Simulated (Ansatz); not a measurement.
# Na2YB2: the cost of one run

Program: Ansatz 0.2.0. Level of theory: reference: DFT PBEsol, plane waves, PAW, scalar-relativistic, no spin polarisation. These are calculated values, not measurements.

### Step 1. Starting point

It takes space group Fddd (No. 70, orthorhombic). Conventional cell: a = 6.103 Å, b = 9.814 Å, c = 11.496 Å, α = 90.00°, β = 90.00°, γ = 90.00°. Around Na (site symmetry 2) lie 4 B at 2.19 to 2.29 Å. Around B (site symmetry 2) lie 4 Na at 2.19 to 2.29 Å and 1 Y at 3.15 Å. Y (site symmetry 222) has 10 B at 3.15 to 3.52 Å and 8 Na at 3.21 to 3.38 Å as nearest neighbours.

As a file:

```
CELL_PARAMETERS angstrom
0.00000 4.90681 3.05170
0.00000 -4.90681 3.05170
5.74787 0.00000 -3.05170
ATOMIC_POSITIONS crystal
Na 0.74763 0.49763 0.99526
Na 0.00237 0.75237 0.50474
Na 0.25237 0.50237 0.00474
Na 0.99763 0.24763 0.49526
B 0.69600 0.80400 0.25000
B 0.05400 0.44600 0.25000
B 0.30400 0.19600 0.75000
B 0.94600 0.55400 0.75000
Y 0.37500 0.12500 0.25000
Y 0.62500 0.87500 0.75000
```

### Step 2. Reference

File input.yaml:

```yaml
crystal:
  lattice:
    - [0.0, 4.906805, 3.051697]
    - [0.0, -4.906805, 3.051697]
    - [5.747866, 0.0, -3.051697]
  atoms:
    - { symbol: Na, position: [0.74763, 0.49763, 0.99526] }
    - { symbol: Na, position: [0.00237, 0.75237, 0.50474] }
    - { symbol: Na, position: [0.25237, 0.50237, 0.00474] }
    - { symbol: Na, position: [0.99763, 0.24763, 0.49526] }
    - { symbol: B, position: [0.696, 0.804, 0.25] }
    - { symbol: B, position: [0.054, 0.446, 0.25] }
    - { symbol: B, position: [0.304, 0.196, 0.75] }
    - { symbol: B, position: [0.946, 0.554, 0.75] }
    - { symbol: "Y", position: [0.375, 0.125, 0.25] }
    - { symbol: "Y", position: [0.625, 0.875, 0.75] }
  symmetry: { tolerance: 0.0003 }
kpoints:
  mp_grid: { grid: [4, 4, 4], shift: [0, 0, 0] }
magnetization:
  spin_polarized: false
scf:
  occupations: { method: gaussian, width: 0.1941 }
hamiltonian:
  pseudopotentials: { kind: paw }
  xc: pbesol
basis:
  ecutwfc: 420
output:
  forces: true
  stress: true
  eigenvalues: true
```

Run with:

```
$ ansatz run input.yaml --threads 1 --pin off --max-ram 2560MiB --backend cpu --events-out ev --progress --plain --runs-dir out
```

Q: Estimate wall time and peak memory on 1 thread of Intel Xeon 6975P-C (Granite Rapids), shared host.

About 4.9 s, with a peak of 0.5 GiB.
